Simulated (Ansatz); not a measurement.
# TlCr2: a trial structure relaxed

Aim: relax TlCr2 from this start, cubic Laves (C15) type (Fd-3m, No. 227), and see where it ends.

Computed with Ansatz 0.2.0 (DFT PBE, scalar-relativistic, plane waves, PAW, unless a step's input says otherwise).

1 further run of the same task is left out (it didn't finish).

## Step 1: Starting point

It takes space group Fd-3m (No. 227, cubic). The conventional cell has a = 7.512 Å, b = 7.512 Å, c = 7.512 Å, α = 90.00°, β = 90.00°, γ = 90.00°. Cr (site symmetry -3m) has 6 Cr at 2.66 Å as nearest neighbours. Around Tl (site symmetry -43m) lie 12 Cr at 3.11 Å and 4 Tl at 3.25 Å.

Structure file:

```
CELL_PARAMETERS angstrom
0.00000 3.75615 3.75615
3.75615 0.00000 3.75615
3.75615 3.75615 0.00000
ATOMIC_POSITIONS crystal
Cr 0.62500 0.62500 0.62500
Cr 0.12500 0.62500 0.62500
Cr 0.62500 0.62500 0.12500
Cr 0.62500 0.12500 0.62500
Tl 0.00000 0.00000 0.00000
Tl 0.25000 0.25000 0.25000
```

(A quick probe on a coarse mesh, which set the mesh and smearing, is not shown.)

## Step 3: Coarse relaxation

File input.yaml:

```yaml
crystal:
  lattice:
    - [0.0, 3.7561505886, 3.7561505886]
    - [3.7561505886, 0.0, 3.7561505886]
    - [3.7561505886, 3.7561505886, 0.0]
  atoms:
    - { symbol: Cr, position: [0.625, 0.625, 0.625], spin: 0.25 }
    - { symbol: Cr, position: [0.125, 0.625, 0.625], spin: 0.25 }
    - { symbol: Cr, position: [0.625, 0.625, 0.125], spin: 0.25 }
    - { symbol: Cr, position: [0.625, 0.125, 0.625], spin: 0.25 }
    - { symbol: Tl, position: [0.0, 0.0, 0.0] }
    - { symbol: Tl, position: [0.25, 0.25, 0.25] }
basis:
  ecutwfc: 420
kpoints:
  mp_grid: { grid: [4, 4, 4] }
hamiltonian:
  xc: pbe
scf:
  occupations: { method: gaussian, width: 0.1 }
  lower_state_search: "off"
output:
  forces: true
  stress: true
  eigenvalues: true
  populations: true
magnetization:
  spin_polarized: true
relax:
  adjacent_minimum: "off"
  f_tol: 0.04
  max_steps: 70
  cell: { stress_tol: 0.4 }
```

Run with:

```console
$ ansatz run input.yaml --threads 1 --pin off --max-ram 2560MiB --backend cpu --events-out ev --progress --plain --runs-dir out
```

The session goes on with these runs: relaxing cell and atoms; stability test: the unmoved cell on a coarse mesh; rattled and relaxed without symmetry.

Before running it: what results should come out?

**Answer**, as computed:

Formation energies count from the elements, computed with the same settings in runs not shown here.

| quantity | value |
| --- | --- |
| cell (conventional) | a = 7.181 Å, b = 7.181 Å, c = 7.181 Å, α = 90.00°, β = 90.00°, γ = 90.00° |
| space group | Fd-3m (No. 227) |
| volume | 15.43 Å³/atom |
| gap on the mesh | none (metal) |
| formation energy from the elements | +0.793 eV/atom |

**Reading.** The space group stayed Fd-3m, and from the first guess the volume went from 17.66 to 15.43 Å³/atom. The formation energy of +0.79 eV/atom is positive, so the elements lie lower than this structure; another structure of the compound can lie lower. The runs treat Tl without spin-orbit coupling.
